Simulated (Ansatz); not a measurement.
Runs of Ansatz 0.2.0 on BiTe. The structure is cubic, space group Fm-3m (No. 225). The conventional cell has a = 6.470 Å, b = 6.470 Å, c = 6.470 Å, α = 90.00°, β = 90.00°, γ = 90.00°. Bi (site symmetry m-3m) has 6 Te at 3.23 to 3.24 Å as nearest neighbours. Te (site symmetry m-3m) is surrounded by 6 Bi at 3.23 to 3.24 Å. 

```tsv
task	level	potentials or basis	spin	cell	k mesh	cutoff (eV)	smearing	gap on the mesh (eV)	pressure (GPa)
single point	HSE06+D4	Ansatz PAW earlier set	off	as given	5 × 5 × 5	600	methfessel-paxton 0.1 eV	none	(a)
electric field gradients	LDA+D3(BJ)	Ansatz PAW large core	off	volume scaled by 1.08	7 × 7 × 7	420	gaussian 0.025 eV	none	-7.3
electric field gradients	BPBE+D3(BJ)	Ansatz PAW	SOC, no magnetisation	atoms moved at random, drawn with an rms of 0.05 Å	6 × 6 × 6	420	fermi-dirac 0.05 eV	none	-3.4
relaxation of the atoms	SVWN5	Ansatz PAW polarizable	off	atoms relaxed from: atoms moved at random, drawn with an rms of 0.1 Å	6 × 6 × 6	420	fermi-dirac 0.1 eV	-	-2.7
electrostatic potential	r2SCAN+rVV10	Ansatz PAW polarizable	collinear, ferromagnetic start	as given	7 × 7 × 7	500	tetrahedron	none	-1.1
```

Q: Fill in the values left out.

A: (a) -3.1.

Caveats: the PAW data sets come from PBE, with cores solved anew for the run's functional, which leaves a small shift of forces and pressure; spin-orbit coupling is left out, which moves the levels of the heavy elements (some runs); pairwise dispersion overbinds metals, which lowers pressure and volume (some runs); the thresholds are loose for stress (some runs); the dispersion damping was fitted for another functional or another form of the correction (some runs); this set keeps more shells in the core, which shifts pressures and gaps (some runs); with tetrahedron occupations forces and stress needn't match the slope of the energy (some runs).

A k mesh can miss the band edges, and rows without SOC leave out spin-orbit coupling on Bi, Te.

A gap of «none» marks a metal or a gap under the smearing width.

The runs don't all hold the same shells in valence.

Runs at the PBE level aren't shown here.
